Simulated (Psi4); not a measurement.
# SiH2O2F2 (SMILES O[Si](O)(F)F): wB97X/def2-SVP

Aim: the energy change on altering one bond length of SiH2O2F2 at wB97X/def2-SVP, from 2 runs. 

Program for the calculation: Psi4 1.11.

**1. The system as given**

The species is SiH2O2F2 (7 atoms), meant as a singlet with charge 0. SMILES: `O[Si](O)(F)F`. The shape is that of a PBE0-D4/def2-TZVP optimisation. This is one conformer, not always the lowest.

Bond lengths: O1–Si2 1.609 Å, Si2–O3 1.609 Å, Si2–F4 1.583 Å, Si2–F5 1.583 Å, O1–H6 0.957 Å, O3–H7 0.957 Å. Angles: O1–Si2–O3 107.3°, O1–Si2–F4 112.2°, O1–Si2–F5 110.1°, O3–Si2–F4 110.1°, O3–Si2–F5 112.2°, F4–Si2–F5 104.9°, Si2–O1–H6 118.9°, Si2–O3–H7 118.9°.

**2. Energy and gradient at wB97X/def2-SVP**

run.py

```python
import psi4

psi4.set_memory('2200 MB')
psi4.set_num_threads(1)
psi4.core.set_output_file('run.log', False)

m = psi4.geometry("""
0 1
O     -1.123000     0.443800     0.890500
Si    -0.011100    -0.018100    -0.177300
O      1.321200    -0.386600     0.646700
F     -0.483500    -1.262700    -1.033600
F      0.238000     1.131800    -1.236100
H     -1.829300     1.022300     0.602200
H      1.948900    -0.998500     0.262000
symmetry c1
""")

psi4.set_options(dict(puream=True, e_convergence=1e-09, d_convergence=1e-08, scf_type='pk', dft_radial_points=99, dft_spherical_points=590))

energy_value, wavefunction = psi4.gradient('wb97x/def2-SVP', return_wfn=True)
psi4.oeprop(wavefunction, 'MULLIKEN_CHARGES', 'QUADRUPOLE', 'LOWDIN_CHARGES', title='WB97X')
print('gradient / Eh bohr^-1')
print(energy_value.np.round(6))
print(f'energy = {wavefunction.energy():.10f} Eh')
for k, v in sorted(psi4.core.scalar_variables().items()):
    print(f'{k:45s} {v:18.10f}')
```

Run with:

```bash
python run.py
```

run.log:

```text
[...]
  Running in c1 symmetry.
[...]
  Nuclear repulsion =  270.470000707396764
[...]
  Multiplicity = 1
[...]
  Nalpha       = 25
  Nbeta        = 25
[...]
    Number of basis functions: 84
[...]
   @RKS iter   1:  -640.33872488597331   -5.49190e-01   1.00852e-02 DIIS/ADIIS
[...]
   @RKS iter  11:  -640.59718095071844   -2.27374e-13   2.19586e-09 DIIS
[...]
    Orbital Energies [Eh]
    ---------------------
    Doubly Occupied:
       1A    -66.229615     2A    -24.743812     3A    -24.743744
       4A    -19.223234     5A    -19.223200     6A     -5.484363
       7A     -3.845610     8A     -3.845399     9A     -3.843595
      10A     -1.313869    11A     -1.289161    12A     -1.150282
      13A     -1.131882    14A     -0.724692    15A     -0.648237
      16A     -0.638891    17A     -0.611222    18A     -0.576896
      19A     -0.569391    20A     -0.549656    21A     -0.532488
      22A     -0.496349    23A     -0.482321    24A     -0.464604
      25A     -0.456703
[...]
  @RKS Final Energy:  -640.59718095071844
   => Energetics <=
    Nuclear Repulsion Energy =            270.4700007073967640
    One-Electron Energy =               -1426.8210963380765861
    Two-Electron Energy =                 559.7681464978493295
    DFT Exchange-Correlation Energy =     -44.0142318178880458
    Empirical Dispersion Energy =           0.0000000000000000
    VV10 Nonlocal Energy =                  0.0000000000000000
    Total Energy =                       -640.5971809507184389
[...]
  -Total Gradient:
     Atom            X                  Y                   Z
    ------   -----------------  -----------------  -----------------
       1        0.007978750430    -0.003066663883    -0.007506572638
       2       -0.001477517629    -0.000618891984    -0.012871595247
       3       -0.009456857296     0.002326488289    -0.005787959099
       4        0.006121839062     0.016642259320     0.011697065797
       5       -0.003094779036    -0.015363837064     0.014354313489
       6        0.002192634658    -0.001499397364    -0.000011833139
       7       -0.002231929930     0.001592808998     0.000394811734
[...]
 Multipole Moments:
 ------------------------------------------------------------------------------------
     Multipole            Electronic (a.u.)      Nuclear  (a.u.)        Total (a.u.)
 ------------------------------------------------------------------------------------
 L = 1.  Multiply by 2.5417464519 to convert [e a0] to [Debye]
 Dipole X            :         -0.3600340            0.3447560           -0.0152780
 Dipole Y            :         -0.1525870            0.1460807           -0.0065063
 Dipole Z            :         -3.0909816            2.9592576           -0.1317241
 Magnitude           :                                                    0.1327666
 L = 2.  Multiply by 1.3450342976 to convert [e a0^2] to [Debye ang]
 Quadrupole XX       :       -140.1891644          120.7218820          -19.4672823
 Quadrupole XY       :          9.6460082          -14.2123480           -4.5663398
[...]
  Mulliken Charges: (a.u.)
   Center  Symbol    Alpha    Beta     Spin     Total
       1     O     4.18611  4.18611  0.00000 -0.37222
       2    SI     6.50186  6.50186  0.00000  0.99629
       3     O     4.18608  4.18608  0.00000 -0.37215
       4     F     4.66591  4.66591  0.00000 -0.33182
       5     F     4.66590  4.66590  0.00000 -0.33180
       6     H     0.39706  0.39706  0.00000  0.20588
       7     H     0.39709  0.39709  0.00000  0.20583
   Total alpha = 25.00000, Total beta = 25.00000, Total charge =  0.00000
  Lowdin Charges: (a.u.)
[...]
```

Standard output:

```text
gradient / Eh bohr^-1
[[ 7.9790e-03 -3.0670e-03 -7.5070e-03]
 [-1.4780e-03 -6.1900e-04 -1.2872e-02]
 [-9.4570e-03  2.3260e-03 -5.7880e-03]
 [ 6.1220e-03  1.6642e-02  1.1697e-02]
 [-3.0950e-03 -1.5364e-02  1.4354e-02]
 [ 2.1930e-03 -1.4990e-03 -1.2000e-05]
 [-2.2320e-03  1.5930e-03  3.9500e-04]]
energy = -640.5971809507 Eh
CURRENT ENERGY                                   -640.5971809507
CURRENT REFERENCE ENERGY                         -640.5971809507
DD SOLVATION ENERGY                                 0.0000000000
DFT FUNCTIONAL TOTAL ENERGY                      -640.5971809507
DFT TOTAL ENERGY                                 -640.5971809507
DFT VV10 ENERGY                                     0.0000000000
DFT XC ENERGY                                     -44.0142318179
GRID ELECTRONS ALPHA                               25.0000006675
GRID ELECTRONS BETA                                25.0000006675
GRID ELECTRONS TOTAL                               50.0000013350
NUCLEAR REPULSION ENERGY                          270.4700007074
ONE-ELECTRON ENERGY                             -1426.8210963381
PCM POLARIZATION ENERGY                             0.0000000000
PE ENERGY                                           0.0000000000
SCF ITERATION ENERGY                             -640.5971809507
SCF ITERATIONS                                     11.0000000000
SCF TOTAL ENERGY                                 -640.5971809507
TWO-ELECTRON ENERGY                               559.7681464978
XC GRID RADIAL POINTS                              99.0000000000
XC GRID SPHERICAL POINTS                          590.0000000000
XC GRID TOTAL POINTS                           390792.0000000000
```

It took 26 s on 1 thread of Intel Xeon Platinum 8259CL at 2.50GHz (Skylake/Cascade Lake), shared host; peak memory 1.1 GiB.

**3. The distorted shape, same level**

run_ase.py

```python
import numpy as np
from ase.calculators.psi4 import Psi4
from ase import Atoms

mol = Atoms(['O', 'Si', 'O', 'F', 'F', 'H', 'H'], positions=[
    [-0.911137, 0.270272, 0.976979],
    [0.200763, -0.191628, -0.090821],
    [1.533063, -0.560128, 0.733179],
    [-0.271637, -1.436228, -0.947121],
    [0.449863, 0.958272, -1.149621],
    [-1.829300, 1.022300, 0.602200],
    [2.160763, -1.172028, 0.348479],
])
calc = Psi4(atoms=mol, method='wb97x', basis='def2-SVP', memory='2200MB', num_threads=1, charge=0, multiplicity=1, label='f2h2o2si')
calc.psi4.set_options({'puream': True, 'e_convergence': 1e-09, 'd_convergence': 1e-08, 'scf_type': 'pk', 'dft_radial_points': 99, 'dft_spherical_points': 590})
mol.calc = calc

forces = mol.get_forces()
print(f'energy: {mol.get_potential_energy():.6f} eV')
print('forces / eV A^-1')
print(np.round(forces, 5))
```

Run with:

```bash
python run_ase.py
```

f2h2o2si.dat (excerpt; [...] marks lines left out):

```text
[...]
  Running in c1 symmetry.
[...]
  Nuclear repulsion =  268.897854627139282
[...]
  Multiplicity = 1
[...]
  Nalpha       = 25
  Nbeta        = 25
[...]
    Number of basis functions: 84
[...]
   @RKS iter   1:  -640.27244552413663   -6.49585e-01   1.02167e-02 DIIS/ADIIS
[...]
   @RKS iter  13:  -640.55102369075212   -1.02318e-12   3.21952e-09 DIIS
[...]
  @RKS Final Energy:  -640.55102369075212
   => Energetics <=
    Nuclear Repulsion Energy =            268.8978546271392815
    One-Electron Energy =               -1424.0416665405039112
    Two-Electron Energy =                 558.5278241539308510
    DFT Exchange-Correlation Energy =     -43.9350359313184242
    Empirical Dispersion Energy =           0.0000000000000000
    VV10 Nonlocal Energy =                  0.0000000000000000
    Total Energy =                       -640.5510236907521175
[...]
 Multipole Moments:
 ------------------------------------------------------------------------------------
     Multipole            Electronic (a.u.)      Nuclear  (a.u.)        Total (a.u.)
 ------------------------------------------------------------------------------------
 L = 1.  Multiply by 2.5417464519 to convert [e a0] to [Debye]
 Dipole X            :         -0.2991918            0.1461828           -0.1530090
 Dipole Y            :         -0.2096639            0.3087235            0.0990596
 Dipole Z            :         -3.0352526            2.8782033           -0.1570494
 Magnitude           :                                                    0.2406015
[...]
  -Total Gradient:
     Atom            X                  Y                   Z
    ------   -----------------  -----------------  -----------------
       1        0.103891773825    -0.078681199469     0.020696736903
       2        0.002357746445    -0.003916497030    -0.009061717138
       3       -0.010015628222     0.002211988944    -0.006300526721
       4        0.005548239878     0.017535000687     0.012436716284
       5       -0.004304837922    -0.015673612183     0.015722008818
       6       -0.095397033763     0.076669171803    -0.033569005012
       7       -0.002050586994     0.001849636530     0.000346356644
[...]
```

The script printed:

```text
energy: -17430.281174 eV
forces / eV A^-1
[[-5.34233  4.04595 -1.06427]
 [-0.12124  0.20139  0.46597]
 [ 0.51502 -0.11375  0.32399]
 [-0.2853  -0.90169 -0.63952]
 [ 0.22136  0.80597 -0.80846]
 [ 4.90551 -3.94249  1.72619]
 [ 0.10545 -0.09511 -0.01781]]
```

Wall time 29 s (1 thread of Intel Xeon Platinum 8259CL at 2.50GHz (Skylake/Cascade Lake), shared host); peak memory 1.1 GiB.

**4. Results**

Level: wB97X/def2-SVP.

| quantity | value |
| --- | --- |
| first shape: total energy | -640.59718 Eh |
| first shape: dipole moment | 0.34 D |
| first shape: HOMO energy | -12.43 eV |
| first shape: LUMO energy | 3.16 eV |
| first shape: HOMO–LUMO gap | 15.58 eV |
| first shape: largest force on an atom | 1.093 eV/Å |
| distorted shape: total energy | -640.55102 Eh |
| distorted shape: dipole moment | 0.61 D |
| distorted shape: HOMO energy | -12.14 eV |
| distorted shape: LUMO energy | 1.44 eV |
| distorted shape: HOMO–LUMO gap | 13.58 eV |
| distorted shape: largest force on an atom | 6.785 eV/Å |
| energy change with the O1–H6 bond stretched from 0.957 to 1.245 Å | 1.256 eV |

In words: With the O1–H6 bond stretched from 0.957 to 1.245 Å the energy rises by 1.26 eV (121 kJ/mol). The first shape isn't relaxed at this level, so the change isn't measured from a minimum. The largest force (first shape) is 1.09 eV/Å: the shape isn't a stationary point for this species at this level.
